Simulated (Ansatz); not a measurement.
# CH3Cl2Ga: the cost of one run

Method: the settings change from run to run; program: Ansatz 0.2.0, Gaussian basis.

### Step 1. The geometry

An earlier PBE0-D4 in a triple-zeta def2 set relaxation fixed the geometry.

SMILES `[CH3][Ga]([Cl])[Cl]`, 7 atoms, charge 0, spin multiplicity 1.

Atoms are counted from 1 here; the program's logs count them from 0.

Bond lengths: C1–Ga2 1.943 Å, C1–H5 1.089 Å, C1–H6 1.091 Å, C1–H7 1.092 Å, Ga2–Cl3 2.138 Å, Ga2–Cl4 2.138 Å. Angles: Ga2–C1–H5 110.5°, Ga2–C1–H6 109.5°, Ga2–C1–H7 109.2°, H5–C1–H6 109.9°, H5–C1–H7 109.5°, H6–C1–H7 108.2°, C1–Ga2–Cl3 122.7°, C1–Ga2–Cl4 123.5°, Cl3–Ga2–Cl4 113.8°.

### Step 2. BLYP/def2-TZVPD

Options: charge -1, multiplicity 2, the search for lower states set to light.

Contents of in.yaml:

```yaml
crystal:
  periodic: [false, false, false]
  atoms:
    - {symbol: C, position_ang: [-0.210015, 0.979231, -0.118610]}
    - {symbol: Ga, position_ang: [0.180372, -0.911056, 0.106475]}
    - {symbol: Cl, position_ang: [1.853066, -1.618317, 1.234841]}
    - {symbol: Cl, position_ang: [-1.005653, -2.471044, -0.747371]}
    - {symbol: H, position_ang: [-1.160100, 1.113497, -0.633794]}
    - {symbol: H, position_ang: [-0.245933, 1.463319, 0.858352]}
    - {symbol: H, position_ang: [0.588263, 1.444360, -0.699872]}
basis:
  gaussian: {orbitals: def2-TZVPD}
total_charge: -1
magnetization: {spin_polarized: true, initial_magnetization: 1}
hamiltonian: {xc: {name: BLYP}}
scf: {lower_state_search: light}
output: {forces: true}
```

Command:

```
ansatz run in.yaml --threads 4 --pin off --events-out ev --progress --plain --max-ram 10444MiB
```

Q: Estimate wall time and peak memory on 4 threads of Arm Neoverse V1, shared host.

About 9.5 s, with a peak of 0.47 GiB.
